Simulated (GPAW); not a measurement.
# CHBFN (SMILES N#CBF): BLYP-TS/dzp (scalar-relativistic datasets)

Aim: a geometry optimisation of CHBFN. 

The results are computed with GPAW 26.7.0.

2 further runs of the same task are left out: 1 that didn't finish, 1 set aside as unsound or not needed. Runs told in other sessions of the task aren't counted.

## (1) The molecule

CHBFN has 5 atoms, charge 0, and is taken as a singlet. SMILES: `N#CBF`. All atoms were displaced at random from a relaxed shape. The run starts from this shape.

Bond lengths: N1–C2 1.146 Å, C2–B3 1.525 Å, B3–F4 1.460 Å, B3–H5 1.123 Å. Angles: N1–C2–B3 161.9°, C2–B3–F4 116.0°, C2–B3–H5 131.2°, F4–B3–H5 110.5°.

## (2) A structure relaxation at BLYP-TS/dzp (scalar-relativistic datasets)

gs_relax.py reads:

```python
from ase import Atoms
from ase.calculators.vdwcorrection import vdWTkatchenko09prl
from ase.io import write
from ase.optimize import QuasiNewton
from gpaw import GPAW, setup_paths
from gpaw.analyse.hirshfeld import HirshfeldPartitioning
from gpaw.analyse.vdwradii import vdWradii
from gpaw.atom.configurations import parameters
from gpaw.atom.generator import Generator
from gpaw.mpi import world
from gpaw.utilities.adjust_cell import adjust_cell

# Atomic positions
atoms = Atoms(['N', 'C', 'B', 'F', 'H'],
    positions=[[  0.686643,  -1.236396,   1.514873],
               [  0.218062,  -0.674122,   0.632956],
               [ -0.049080,   0.380042,  -0.436586],
               [ -1.342964,   0.298807,  -1.107511],
               [  0.435661,   1.373970,  -0.633990]])
adjust_cell(atoms, 3.5, h=0.18)

# PAW datasets for this functional
for symbol in ['B', 'C', 'F', 'H', 'N']:
    Generator(symbol, xcname='BLYP', scalarrel=True, nofiles=True, txt=None).run(**parameters[symbol])
setup_paths.insert(0, '.')

# Calculator
gpaw_calc = GPAW(mode='lcao',
                 basis='dzp',
                 h=0.18,
                 xc='BLYP',
                 maxiter=120,
                 symmetry='off',
                 legacy_gpaw=True,
                 txt='-')
atoms.calc = vdWTkatchenko09prl(HirshfeldPartitioning(gpaw_calc), vdWradii(atoms.get_chemical_symbols(), 'PBE', world=world))

opt = QuasiNewton(atoms, trajectory='gs.traj')
converged = opt.run(fmax=0.03, steps=100)
print('Converged:', converged)
print(f'Final energy = {atoms.get_potential_energy():.5f} eV')
print(f'r(C1-N0) = {atoms.get_distance(1, 0):.4f} Ang')
print(f'r(B2-C1): {atoms.get_distance(2, 1):.4f} Ang')
write('relaxed.xyz', atoms)
```

Launch:

```sh
$ OMP_NUM_THREADS=1 python gs_relax.py
```

Output:

```text
[...]
    cutoffs:
[...]
  Total Charge: 0.000000
[...]
Number of atoms: 5
[...]
Number of bands in calculation: 16
Number of valence electrons: 20
[...]
iter:   1 hh:mm:ss   -29.270955        c
[...]
Converged after 10 iterations.
Dipole moment: (0.090895, 0.240585, -0.240761) |e|*Ang
[...]
Fermi level: -6.29395
[...]
Converged after 11 iterations.
[...]
Converged after 6 iterations.
[...]
Converged after 6 iterations.
[...]
Converged after 5 iterations.
[...]
iter:   5 hh:mm:ss   -28.599403c       c -4.64c
Converged after 5 iterations.
Dipole moment: (-0.069877, 0.324831, -0.285326) |e|*Ang
Energy contributions relative to reference atoms: (reference = -5912.378112)
Kinetic:        +20.163175
Potential:      -23.906858
External:        +0.000000
XC:             -25.384500
Entropy (-ST):   +0.000000
Local:           +0.528779
SIC:             +0.000000
--------------------------
Free energy:    -28.599403
Extrapolated:   -28.599403
 Band  Eigenvalues  Occupancy
    0    -30.97449    2.00000
    1    -22.76580    2.00000
    2    -15.29560    2.00000
    3    -13.18895    2.00000
    4    -11.89955    2.00000
    5    -11.58408    2.00000
    6     -9.55176    2.00000
    7     -8.85421    2.00000
    8     -8.67784    2.00000
    9     -8.47494    2.00000
   10     -3.56183    0.00000
   11     -1.17859    0.00000
   12      1.07761    0.00000
   13      2.64765    0.00000
[...]
Fermi level: -6.01838
Gap: 4.913 eV
Transition (v -> c):
[...]
Forces in eV/Ang:
  0 N     0.01033   -0.00220    0.01427
  1 C    -0.01589    0.00785   -0.01619
  2 B    -0.00706    0.00179   -0.00553
  3 F     0.01131    0.01559    0.02273
  4 H    -0.01057    0.00659   -0.00761
BFGSLineSearch:   18[ 28] hh:mm:ss      -28.751482       0.0298
Converged: True
Final energy = -28.75148 eV
r(C1-N0) = 1.1830 Ang
r(B2-C1): 1.5540 Ang
```

Run time: 4.4 min. Hardware: 1 thread of Intel Xeon at 2.70GHz, shared host; peak memory 0.47 GiB.

Step by step:

```csv
step,energy from the first frame kept (eV),largest force (eV/Å)
0,0.0000,5.6238
1,-0.3144,4.5463
2,-0.4945,1.9187
3,-0.5742,0.9712
4,-0.5898,0.2720
5,-0.5975,0.1831
6,-0.5992,0.1769
7,-0.6038,0.2683
8,-0.6068,0.1486
9,-0.6091,0.0995
10,-0.6104,0.3816
11,-0.6121,0.1777
12,-0.6127,0.0476
13,-0.6128,0.0426
14,-0.6130,0.0301
15,-0.6132,0.0328
16,-0.6135,0.0474
17,-0.6135,0.0591
18,-0.6136,0.0298
```

After the run. Bond lengths: N1–C2 1.183 Å, C2–B3 1.554 Å, B3–F4 1.335 Å, B3–H5 1.212 Å. Angles: N1–C2–B3 176.9°, C2–B3–F4 118.8°, C2–B3–H5 120.4°, F4–B3–H5 120.8°.

## (3) What came out

At BLYP-TS/dzp (scalar-relativistic datasets):

| quantity | value |
| --- | --- |
| energy as printed (from the program's reference atoms) | -28.7515 eV |
| dipole moment | 2.10 D |
| HOMO energy | -8.47 eV |
| LUMO energy | -3.56 eV |
| HOMO–LUMO gap | 4.91 eV |
| dispersion energy | -14.67 kJ/mol |

At the final geometry: Bond lengths: N1–C2 1.183 Å, C2–B3 1.554 Å, B3–F4 1.335 Å, B3–H5 1.212 Å. Angles: N1–C2–B3 176.9°, C2–B3–F4 118.8°, C2–B3–H5 120.4°, F4–B3–H5 120.8°. The optimisation took 18 steps and changed the energy by -0.614 eV.
